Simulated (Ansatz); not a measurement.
The system is CsLiCr2Te2S3.

```xyz
9
Lattice="3.6036 0.0000 0.0000 -1.8018 3.1208 0.0000 0.0000 0.0000 19.0665" Properties=species:S:1:pos:R:3 pbc="T T T"
Cs    0.0000    0.0000    7.1307
Li    1.8018    1.0403    0.3064
Cr    0.0000    0.0000   16.5187
Cr    0.0000    2.0805    3.2095
Te    0.0000    2.0805   10.2751
Te    1.8018    1.0403   14.7338
S     0.0000    0.0000    1.9124
S     0.0000    2.0805   17.7166
S     1.8018    1.0403    4.4631
```

The cell was built by a generator and needn't be a form met in nature.

Base run:

| Item | Value |
| --- | --- |
| Program | Ansatz 0.2.0 |
| Functional | PBE |
| Potentials or basis | Ansatz PAW |
| Cutoff | 420 eV (not typed: the program's choice for these potentials) |
| k mesh | 9 × 9 × 2 |
| Occupations | fermi-dirac, width 0.05 eV |
| Spin | collinear spin, ferromagnetic start |
| Starting moments | [0.0, 0.0, 3.0, 3.0, 0.0, 0.0, 0.0, 0.0, 0.0] μB |
| Hubbard terms | Cr d U = 2 eV |

Its results: band gap on the k mesh none (metal or under the smearing width); pressure 1.3 GPa; net moment 5.93 μB per cell; site moments Cs -0.00; Li -0.01; Cr +2.90, +2.88; Te -0.01, -0.16; S -0.10, -0.11 μB; largest force 0.399 eV/Å.

After a change of settings the same cell gave: band gap on the k mesh none (metal or under the smearing width); pressure 2.6 GPa; net moment 6.09 μB per cell; site moments Cs -0.00; Li -0.01; Cr +3.16, +3.03; Te -0.01, -0.20; S -0.16, -0.17 μB; largest force 0.769 eV/Å. Which change was it?
A. hubbard terms from Cr d U = 2 eV to Cr d U = 8 eV
B. functional from PBE to RPBE; hubbard terms from Cr d U = 2 eV to none; hubbard projectors from ortho-atomic (the default) to none
C. hubbard terms from Cr d U = 2 eV to Cr d U = 4 eV

C.

Caveats: the magnetic or orbital state may not be the lowest; only a ferromagnetic start was run, and an antiferromagnetic order may lie lower in energy; the density of states is complete only up to the lowest level of the last band computed.
